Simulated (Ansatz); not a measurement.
# Ge: the cost of one run

Program: Ansatz 0.2.0. Level of theory: DFT LDA, scalar-relativistic, plane waves, PAW. These are calculated values, not measurements.

## (1) Starting point

The structure is cubic, space group Fd-3m (No. 227). Conventional cell: a = 5.660 Å, b = 5.660 Å, c = 5.660 Å, α = 90.00°, β = 90.00°, γ = 90.00°. Ge (site symmetry -43m) has 4 Ge at 2.45 Å as nearest neighbours.

Coordinates:

```
Ge
1.0
     2.83000    2.83000    0.00000
    -2.83000    2.83000    0.00000
     0.00000    0.00000    5.66000
Ge
4
Cartesian
  0.0000 0.0000 0.0000
  -1.4150 1.4150 4.2450
  1.4150 1.4150 1.4150
  0.0000 2.8300 2.8300
```

## (2) Relaxing cell and atoms: Ge, no spin

input.yaml reads:

```yaml
crystal:
  lattice:
    - [2.83, 2.83, 0.0]
    - [-2.83, 2.83, 0.0]
    - [0.0, 0.0, 5.66]
  atoms:
    - { symbol: Ge, position: [0.0, 0.0, 0.0] }
    - { symbol: Ge, position: [0.0, 0.5, 0.75] }
    - { symbol: Ge, position: [0.5, 0.0, 0.25] }
    - { symbol: Ge, position: [0.5, 0.5, 0.5] }
scf:
  occupations: { method: gaussian, width: 0.01 }
output:
  forces: true
  stress: true
hamiltonian:
  xc: lda
kpoints:
  mp_grid: { grid: [8, 8, 6], shift: [0.5, 0.5, 0.5] }
relax:
  f_tol: 0.002
  cell: { stress_tol: 0.03 }
```

The run is started by

```bash
$ ansatz run input.yaml --threads 4 --pin off --max-ram 8192MiB --backend cpu --events-out ev --progress --plain --runs-dir out
```

Q: Estimate wall time and peak memory on 4 threads of Intel Xeon Platinum 8259CL at 2.50GHz (Skylake/Cascade Lake), shared host.

About 7.1 s, with a peak of 0.48 GiB.
